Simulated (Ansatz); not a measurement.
# C₃H₈BN: one species, many methods

An exercise on one series of results from a longer session: the logs are not shown, and one member is left open.

Method: functionals in def2-TZVPP, the program's frozen cores in correlated methods; program: Ansatz 0.2.0, Gaussian basis.

Levels to be run: PBE-D4, r2SCAN-D4, PBE0-D4, B3LYP-D4, ωB97X-V, ωB97M-V, B2PLYP; CCSD(T)/def2-TZVPP; MP2/def2-QZVPP; extrapolation to the limit.

**The geometry**

All runs share one geometry, relaxed beforehand with PBE0-D4 in a triple-zeta def2 set.

SMILES `CCN1BC1`, 13 atoms, charge 0, spin multiplicity 1.

Atoms are counted from 1 here; the program's logs count them from 0.

Bond lengths: C1–C2 1.514 Å, C1–H6 1.092 Å, C1–H7 1.092 Å, C1–H8 1.092 Å, C2–N3 1.426 Å, C2–H9 1.097 Å, C2–H10 1.097 Å, N3–B4 1.341 Å, N3–C5 1.463 Å, B4–C5 1.563 Å, B4–H11 1.184 Å, C5–H12 1.092 Å, C5–H13 1.092 Å. Angles: C2–C1–H6 110.5°, C2–C1–H7 110.8°, C2–C1–H8 110.8°, H6–C1–H7 108.3°, H6–C1–H8 108.3°, H7–C1–H8 108.1°, C1–C2–N3 111.4°, C1–C2–H9 110.5°, C1–C2–H10 110.5°, N3–C2–H9 109.0°, N3–C2–H10 109.0°, H9–C2–H10 106.4°, C2–N3–B4 157.6°, C2–N3–C5 134.8°, B4–N3–C5 67.6°, N3–B4–C5 59.9°, N3–B4–H11 145.0°, C5–B4–H11 155.1° and more.

Set-up of the first run:

Input file in.yaml:

```yaml
crystal:
  periodic: [false, false, false]
  atoms:
    - {symbol: C, position_ang: [-1.222619, 1.266677, -0.553410]}
    - {symbol: C, position_ang: [-0.088664, 0.850352, 0.358564]}
    - {symbol: N, position_ang: [0.336667, -0.483041, 0.083375]}
    - {symbol: B, position_ang: [0.354762, -1.677495, -0.525222]}
    - {symbol: C, position_ang: [1.358323, -1.373982, 0.634410]}
    - {symbol: H, position_ang: [-1.536680, 2.288164, -0.330508]}
    - {symbol: H, position_ang: [-0.914000, 1.223313, -1.600006]}
    - {symbol: H, position_ang: [-2.083923, 0.607516, -0.426319]}
    - {symbol: H, position_ang: [-0.396490, 0.916759, 1.409875]}
    - {symbol: H, position_ang: [0.766459, 1.528482, 0.243140]}
    - {symbol: H, position_ang: [-0.140896, -2.343842, -1.368956]}
    - {symbol: H, position_ang: [1.190168, -1.736382, 1.650440]}
    - {symbol: H, position_ang: [2.397293, -1.101121, 0.439418]}
basis:
  gaussian: {orbitals: def2-TZVPP}
hamiltonian: {xc: pbe, dispersion: d4}
output: {forces: true, orbitals: {seedname: orbitals}}
```

Launch:

```console
> ansatz run in.yaml --threads 4 --pin off --events-out ev --progress --plain --max-ram 10444MiB
```

Among the steps run: PBE-D4 (GGA); r2SCAN-D4 (meta-GGA); PBE0-D4 (hybrid); B3LYP-D4 (hybrid); ωB97X-V (range-separated); ωB97M-V (range-separated); B2PLYP (double hybrid); CCSD(T) in def2-TZVPP; MP2 in def2-QZVPP.

One table of the session follows, with a row left open; its other results are not shown here.

| method | atomisation energy (kJ/mol) |
| --- | --- |
| PBE-D4 | 5209.7 |
| r2SCAN-D4 | 5093.4 |
| PBE0-D4 | 5127.9 |
| B3LYP-D4 | 5099.4 |
| ωB97X-V | 5092.6 |
| ωB97M-V | 5101.3 |
| B2PLYP | 5039.7 |
| HF/def2-TZVPP | 3737.5 |
| MP2/def2-TZVPP | 5012.8 |
| CCSD/def2-TZVPP | 4867.8 |
| CCSD(T)/def2-TZVPP | 4937.9 |
| MP2/CBS | 5132.5 |
| CCSD(T)/CBS | ? |

Q: Estimate the row for CCSD(T)/CBS from the others.

**Answer.** atomisation energy (kJ/mol): 5057.6. In the column «atomisation energy (kJ/mol)» it lies between B2PLYP (5039.7) and ωB97X-V (5092.6).

Caveats from the session: Free atoms (3 C, 1 N, 1 B, 8 H) were run apart at each level; the atomisation energy is their sum less the molecule, without zero-point or spin-orbit terms.
